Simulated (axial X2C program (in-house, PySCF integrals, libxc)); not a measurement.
# A two-component session on SeAl⁺: properties at the nuclei

Wanted for SeAl⁺: properties at the nuclei, at the two-component level.

Method: two-component X2C with atomic mean-field terms, Se dyall-cv3z, Al dyall-v3z; program: an in-house X2C program for linear molecules on PySCF integrals.

All values are calculated.

## (1) The job

Input file task.json:

```json
{"zs": [34, 13], "q": 1, "bas": ["dyall-cv3z", "dyall-v3z"], "r0": 2.2, "levels": ["PBE0", "HF", "PBE", "BHandHLYP", "BP86"], "nst": 3}
```

Keys: zs atomic numbers; q charge; bas basis sets; r0 starting distance in Å; levels methods (HF also brings MP2); nst determinants followed.

On the command line:

```bash
python soeom.py task.json out
```

Nuclei are Gaussian, cores are contracted, and the Gaunt term is on.

## (2) Expectation values, lowest determinant

R = 2.340 Å. State: Ω = 2 (excess of +ω over −ω: ω = 1/2, ω = 3/2).

Output of the PBE0 run:

```text
two-component X2C + atomic mean field  PBE0
basis functions 151  fitting functions 897  grid points 5081
iter        total energy     max residual
   1      -2671.279212903     1.54e-06
   2      -2671.279212903     1.99e-06
converged
one-electron -3903.59704339  Coulomb 1239.93195773  exact exchange -26.19159596  xc functional -80.45484269  nuclear repulsion 99.95569540  atomic mean-field constant -0.92338399
```

The highest occupied spinor is 80% Se p, 12% Al p, 5% Al d.

| level | Eeff magnitude (GV/cm) | Ws magnitude Se (kHz) | A∥/gI Se (MHz) | qzz Se (a.u.) | A∥/gI Al (MHz) | qzz Al (a.u.) |
| --- | --- | --- | --- | --- | --- | --- |
| PBE0 | 0.437 | 0.0471 | 349 | 1.52 | 230 | -0.72 |
| HF | 0.911 | 0.139 | 319 | 1.71 | 218 | -0.90 |
| PBE | 0.332 | 0.0276 | 360 | 1.32 | 234 | -0.66 |
| BHandHLYP | 0.451 | 0.046 | 363 | 1.79 | 227 | -0.74 |
| BP86 | 0.344 | 0.0302 | 373 | 1.31 | 241 | -0.66 |

Eeff is the effective electric field on the electron dipole moment in this Ω state and Ws the scalar–pseudoscalar constant (defined with the proton number Z and per Ω); A∥ is the parallel hyperfine constant, which follows by multiplying with the nuclear g factor gI = μI/(I μN); qzz is the electric field gradient, eQq0 = 234.96 MHz × Q/barn × qzz. The operators were transformed with the bare-nucleus X2C matrices.

## (3) Expectation values, a higher determinant

R = 2.340 Å. State: Ω = 1 (excess of +ω over −ω: ω = -1/2, ω = 3/2), 0.12 eV above the lowest in the PBE0 search for states (made at or near this distance, with looser thresholds).

Output of the PBE0 run:

```text
two-component X2C + atomic mean field  PBE0
basis functions 151  fitting functions 897  grid points 5081
iter        total energy     max residual
   1      -2671.274719999     3.98e-06
   2      -2671.274719999     4.22e-06
converged
one-electron -3903.60573548  Coulomb 1239.94175296  exact exchange -26.19050349  xc functional -80.45254540  nuclear repulsion 99.95569540  atomic mean-field constant -0.92338399
```

The highest occupied spinor is 81% Se p, 11% Al p, 5% Al d.

| level | Eeff magnitude (GV/cm) | Ws magnitude Se (kHz) | A∥/gI Se (MHz) | qzz Se (a.u.) | A∥/gI Al (MHz) | qzz Al (a.u.) |
| --- | --- | --- | --- | --- | --- | --- |
| PBE0 | 0.0923 | 0.0279 | 564 | 1.22 | -484 | -0.78 |
| HF | 3.26e-05 | 0.0891 | 622 | 1.25 | -488 | -0.97 |
| PBE | 0.0748 | 0.03 | 537 | 1.06 | -481 | -0.72 |
| BHandHLYP | 0.0405 | 0.0589 | 611 | 1.42 | -478 | -0.80 |
| BP86 | 0.0891 | 0.0242 | 553 | 1.06 | -493 | -0.72 |

## (4) Expectation values, a higher determinant

R = 2.340 Å. State: Ω = 1 (excess of +ω over −ω: 2 × ω = 1/2), 0.34 eV above the lowest in the PBE0 search for states (made at or near this distance, with looser thresholds).

Output of the PBE0 run:

```text
two-component X2C + atomic mean field  PBE0
basis functions 151  fitting functions 897  grid points 5081
iter        total energy     max residual
   1      -2671.266556859     1.30e-05
   2      -2671.266556865     9.30e-06
   3      -2671.266556867     3.80e-06
   4      -2671.266556868     2.23e-06
converged
one-electron -3903.50976733  Coulomb 1239.85140184  exact exchange -26.18993092  xc functional -80.45057186  nuclear repulsion 99.95569540  atomic mean-field constant -0.92338399
```

The highest occupied spinor is 81% Se p, 13% Al p, 5% Al d.

| level | Eeff magnitude (GV/cm) | Ws magnitude Se (kHz) | A∥/gI Se (MHz) | qzz Se (a.u.) | A∥/gI Al (MHz) | qzz Al (a.u.) |
| --- | --- | --- | --- | --- | --- | --- |
| PBE0 | 0.507 | 0.156 | 1340 | 0.99 | 540 | -0.77 |
| HF | 0.783 | 0.265 | 1210 | 1.04 | 553 | -0.98 |
| PBE | 0.42 | 0.122 | 1370 | 0.83 | 540 | -0.71 |
| BHandHLYP | 0.541 | 0.165 | 1330 | 1.27 | 533 | -0.80 |
| BP86 | 0.44 | 0.13 | 1370 | 0.83 | 553 | -0.70 |

## (5) What came out

| quantity | value |
| --- | --- |
| lowest determinant | Ω = 2 (excess of +ω over −ω: ω = 1/2, ω = 3/2) |
| Eeff magnitude (GV/cm), PBE0 | 0.437 |
| Ws magnitude Se (kHz), PBE0 | 0.0471 |
| A∥/gI Se (MHz), PBE0 | 349 |
| qzz Se (a.u.), PBE0 | 1.52 |
| higher determinant | Ω = 1 (excess of +ω over −ω: ω = -1/2, ω = 3/2) |
| Eeff magnitude (GV/cm), PBE0, higher determinant | 0.0923 |
| Ws magnitude Se (kHz), PBE0, higher determinant | 0.0279 |
| A∥/gI Se (MHz), PBE0, higher determinant | 564 |
| qzz Se (a.u.), PBE0, higher determinant | 1.22 |
| higher determinant | Ω = 1 (excess of +ω over −ω: 2 × ω = 1/2) |
| Eeff magnitude (GV/cm), PBE0, higher determinant | 0.507 |
| Ws magnitude Se (kHz), PBE0, higher determinant | 0.156 |
| A∥/gI Se (MHz), PBE0, higher determinant | 1340 |
| qzz Se (a.u.), PBE0, higher determinant | 0.99 |

In words: In the first state, the effective field runs from 0.332 to 0.911 GV/cm over the mean-field levels, so the levels don't agree on it. The expectation values come from single determinants, which for open shells can mix terms of unlike spin or miss the lowest Ω, so a determinant need not be a state. Eeff is the effective electric field on the electron dipole moment in this Ω state and Ws the scalar–pseudoscalar constant (defined with the proton number Z and per Ω); A∥ is the parallel hyperfine constant, which follows by multiplying with the nuclear g factor gI = μI/(I μN); qzz is the electric field gradient, eQq0 = 234.96 MHz × Q/barn × qzz. The operators were transformed with the bare-nucleus X2C matrices.
